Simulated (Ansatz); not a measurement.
# BClH5NOSi: a ladder of functionals and wavefunction methods

One table from this session's results is given with a row withheld; the runs are named, their logs left out.

Computed with Ansatz 0.2.0, Gaussian basis. Level: functionals in def2-TZVPP, the program's frozen cores in correlated methods.

Levels to be run: LDA (SPW92), PBE-D4, revPBE-D4, BLYP-D4, r2SCAN-D4, B97M-V, PBE0-D4, B3LYP-D4, r2SCANh-D4, r2SCAN0-D4, HSE06-D4, BHLYP-D4, CAM-B3LYP-D4, LC-ωPBE, ωB97X-V, ωB97M-V, B2PLYP, PBE-QIDH; CCSD(T)/def2-SVP; CCSD(T)/def2-TZVPP; MP2/def2-QZVPP; extrapolation to the limit; RPA on PBE.

## Structure used throughout

The geometry comes from an earlier relaxation with PBE0-D4 in a triple-zeta def2 set; it is a stationary point, not always the lowest conformer.

SMILES `NB(Cl)O[SiH3]`, 10 atoms, charge 0, spin multiplicity 1.

Atoms are counted from 1 here; the program's logs count them from 0.

Bond lengths: N1–B2 1.397 Å, N1–H6 1.005 Å, N1–H7 1.004 Å, B2–Cl3 1.779 Å, B2–O4 1.357 Å, O4–Si5 1.641 Å, Si5–H8 1.482 Å, Si5–H9 1.482 Å, Si5–H10 1.490 Å. Angles: B2–N1–H6 123.1°, B2–N1–H7 122.1°, H6–N1–H7 114.9°, N1–B2–Cl3 118.3°, N1–B2–O4 124.1°, Cl3–B2–O4 117.5°, B2–O4–Si5 138.0°, O4–Si5–H8 108.8°, O4–Si5–H9 108.9°, O4–Si5–H10 110.5°, H8–Si5–H9 110.2°, H8–Si5–H10 109.2°, H9–Si5–H10 109.2°.

The first run:

The input, in.yaml:

```yaml
crystal:
  periodic: [false, false, false]
  atoms:
    - {symbol: N, position_ang: [-0.769157, 1.297214, 0.802129]}
    - {symbol: B, position_ang: [-0.775170, -0.094696, 0.921828]}
    - {symbol: Cl, position_ang: [-1.798588, -0.829447, 2.177963]}
    - {symbol: O, position_ang: [-0.047055, -0.929544, 0.138370]}
    - {symbol: Si, position_ang: [1.014336, -0.816446, -1.107875]}
    - {symbol: H, position_ang: [-0.219195, 1.786769, 0.118079]}
    - {symbol: H, position_ang: [-1.321140, 1.885534, 1.399007]}
    - {symbol: H, position_ang: [0.468210, -1.556940, -2.269341]}
    - {symbol: H, position_ang: [2.309108, -1.403001, -0.689060]}
    - {symbol: H, position_ang: [1.221751, 0.609559, -1.488099]}
basis:
  gaussian: {orbitals: def2-TZVPP}
hamiltonian: {xc: lda}
output: {orbitals: {seedname: orbitals}}
```

Among the steps run: LDA; PBE-D4 (GGA); revPBE-D4 (GGA); BLYP-D4 (GGA); r2SCAN-D4 (meta-GGA); B97M-V (meta-GGA); PBE0-D4 (hybrid); B3LYP-D4 (hybrid); r2SCANh-D4 (hybrid); r2SCAN0-D4 (hybrid); HSE06-D4 (hybrid); BHLYP-D4 (hybrid); CAM-B3LYP-D4 (range-separated); LC-ωPBE-D4 (range-separated; the results give it without D4); ωB97X-V (range-separated); ωB97M-V (range-separated); B2PLYP (double hybrid); PBE-QIDH (double hybrid).

One of the session's tables, all rows but one given; the rest of the session is left out.

It belongs to the step «Frontier levels by functional». 

```
  functional  HOMO (eV)  gap (eV)
 LDA (SPW92)      -6.94      5.83
      PBE-D4      -6.76      5.93
   revPBE-D4          ?         ?
     BLYP-D4      -6.62      5.91
   r2SCAN-D4      -7.09      6.72
      B97M-V      -7.19      6.51
     PBE0-D4      -8.20      8.22
    B3LYP-D4      -7.94      7.72
  r2SCANh-D4      -7.63      7.53
  r2SCAN0-D4      -8.43      8.73
    HSE06-D4      -7.79      7.44
    BHLYP-D4      -9.52     10.34
CAM-B3LYP-D4      -9.62     10.57
     LC-ωPBE     -11.06     13.23
     ωB97X-V     -10.66     12.65
     ωB97M-V     -10.54     12.18
```

**Question.** Estimate the row for revPBE-D4.

**Answer.** HOMO (eV): -6.70; gap (eV): 5.99. In the column «HOMO (eV)» it lies between PBE-D4 (-6.76) and BLYP-D4 (-6.62).
